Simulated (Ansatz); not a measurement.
# H4MoN2OS: the cost of one run

The runs use Ansatz 0.2.0, Gaussian basis; the settings change from run to run.

## 1. The relaxed structure

The geometry comes from an earlier relaxation with PBE0-D4 in a triple-zeta def2 set; it is a stationary point, not always the lowest conformer. Mo takes a core potential in def2 sets; no spin-orbit term is included.

SMILES `[NH2][Mo]([NH2])(=[O])=[S]`, 9 atoms, charge 0, spin multiplicity 1.

Atoms are counted from 1 here; the program's logs count them from 0.

Bond lengths: N1–Mo2 1.924 Å, N1–H6 1.008 Å, N1–H7 1.009 Å, Mo2–N3 1.924 Å, Mo2–O4 1.673 Å, Mo2–S5 2.120 Å, N3–H8 1.009 Å, N3–H9 1.008 Å. Angles: Mo2–N1–H6 124.7°, Mo2–N1–H7 122.9°, H6–N1–H7 112.1°, N1–Mo2–N3 111.2°, N1–Mo2–O4 107.5°, N1–Mo2–S5 108.2°, N3–Mo2–O4 107.5°, N3–Mo2–S5 108.2°, O4–Mo2–S5 114.3°, Mo2–N3–H8 122.9°, Mo2–N3–H9 124.7°, H8–N3–H9 112.1°.

Coordinates:

```xyz
9
charge 0, multiplicity 1
N    -1.3839    0.3947   -0.8009
Mo    0.4464   -0.0756   -0.4378
N     0.7187   -0.4199    1.4358
O     0.7742   -1.4933   -1.2631
S     1.6738    1.5611   -0.9950
H    -1.7457    1.3356   -0.8006
H    -2.0733   -0.2772   -1.1021
H     0.6840   -1.3461    1.8339
H     0.9946    0.2742    2.1127
```

## 2. B2PLYP/ANO-RCC-VTZP

Set apart from the defaults: multiplicity 3, a grid of angular degree 11, finite nuclei.

Input file in.yaml:

```yaml
crystal:
  periodic: [false, false, false]
  atoms:
    - {symbol: N, position_ang: [-1.383944, 0.394732, -0.800873]}
    - {symbol: Mo, position_ang: [0.446373, -0.075573, -0.437821]}
    - {symbol: N, position_ang: [0.718670, -0.419888, 1.435770]}
    - {symbol: O, position_ang: [0.774241, -1.493268, -1.263083]}
    - {symbol: S, position_ang: [1.673772, 1.561145, -0.994975]}
    - {symbol: H, position_ang: [-1.745707, 1.335613, -0.800597]}
    - {symbol: H, position_ang: [-2.073323, -0.277250, -1.102090]}
    - {symbol: H, position_ang: [0.683963, -1.346114, 1.833873]}
    - {symbol: H, position_ang: [0.994555, 0.274200, 2.112696]}
basis:
  gaussian: {orbitals: ANO-RCC-VTZP, final_grid: {core_spheres: 5, valence_spheres: 4, degree: 11}, nuclear_model: gaussian}
magnetization: {spin_polarized: true, initial_magnetization: 2}
hamiltonian: {xc: {name: B2PLYP}}
output: {forces: true}
```

On the command line:

```
$ ansatz run in.yaml --threads 4 --pin off --events-out ev --progress --plain --max-ram 10444MiB
```

Q: Estimate wall time and peak memory on 4 threads of Intel Xeon Platinum 8488C, shared host.

About 1.9 min, with a peak of 1.8 GiB.
